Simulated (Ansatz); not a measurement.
# HC19O: the cost of one run

Program: Ansatz 0.2.0. Level of theory: DFT PBE+D3(BJ), plane waves, PAW, scalar-relativistic, collinear spin. These are calculated values, not measurements.

### 1 Starting point

The cell holds 21 atoms (C19HO): a = 7.398 Å, b = 7.398 Å, c = 13.000 Å, α = 90.00°, β = 90.00°, γ = 120.00°.

Its coordinates follow in the input file.

### 2 Relaxing end A

Input file input.yaml:

```yaml
crystal:
  lattice:
    - [7.398, 0.0, 0.0]
    - [-3.699, 6.406856, 0.0]
    - [0.0, 0.0, 13.0]
  atoms:
    - { symbol: C, position: [0.0, 0.0, 0.0769231] }
    - { symbol: C, position: [0.2222222, 0.1111111, 0.0769231] }
    - { symbol: C, position: [0.0, 0.3333333, 0.0769231] }
    - { symbol: C, position: [0.2222222, 0.4444444, 0.0769231] }
    - { symbol: C, position: [0.0, 0.6666667, 0.0769231] }
    - { symbol: C, position: [0.2222222, 0.7777778, 0.0769231] }
    - { symbol: C, position: [0.3333333, 0.0, 0.0769231] }
    - { symbol: C, position: [0.5555556, 0.1111111, 0.0769231] }
    - { symbol: C, position: [0.3333333, 0.3333333, 0.0769231] }
    - { symbol: C, position: [0.5555556, 0.4444444, 0.0769231] }
    - { symbol: C, position: [0.3333333, 0.6666667, 0.0769231] }
    - { symbol: C, position: [0.5555556, 0.7777778, 0.0769231] }
    - { symbol: C, position: [0.6666667, 0.0, 0.0769231] }
    - { symbol: C, position: [0.8888889, 0.1111111, 0.0769231] }
    - { symbol: C, position: [0.6666667, 0.3333333, 0.0769231] }
    - { symbol: C, position: [0.8888889, 0.4444444, 0.0769231] }
    - { symbol: C, position: [0.6666667, 0.6666667, 0.0769231] }
    - { symbol: C, position: [0.8888889, 0.7777778, 0.0769231] }
    - { symbol: C, position: [0.0309998, 0.7542721, 0.1869231], spin: 1.0 }
    - { symbol: H, position: [0.1472238, 0.8921268, 0.2292308] }
    - { symbol: O, position: [-0.060756, 0.6454394, 0.26] }
magnetization:
  spin_polarized: true
basis:
  ecutwfc: 420.0
kpoints:
  mp_grid: { grid: [2, 2, 1] }
hamiltonian:
  xc: pbe
  dispersion: d3bj
scf:
  occupations: { method: gaussian, width: 0.02 }
  lower_state_search: "off"
relax:
  f_tol: 0.03
  max_steps: 60
  adjacent_minimum: "off"
output:
  write_density: true
  write_potential: true
  elf: true
  volumetric_format: npy
```

Launch:

```
$ ansatz run input.yaml --threads 2 --pin off --max-ram 5120MiB --backend cpu --events-out ev --progress --plain --runs-dir out
```

Q: Estimate wall time and peak memory on 2 threads of Arm Neoverse V2, shared host.

About 3.3 min, with a peak of 1.1 GiB.
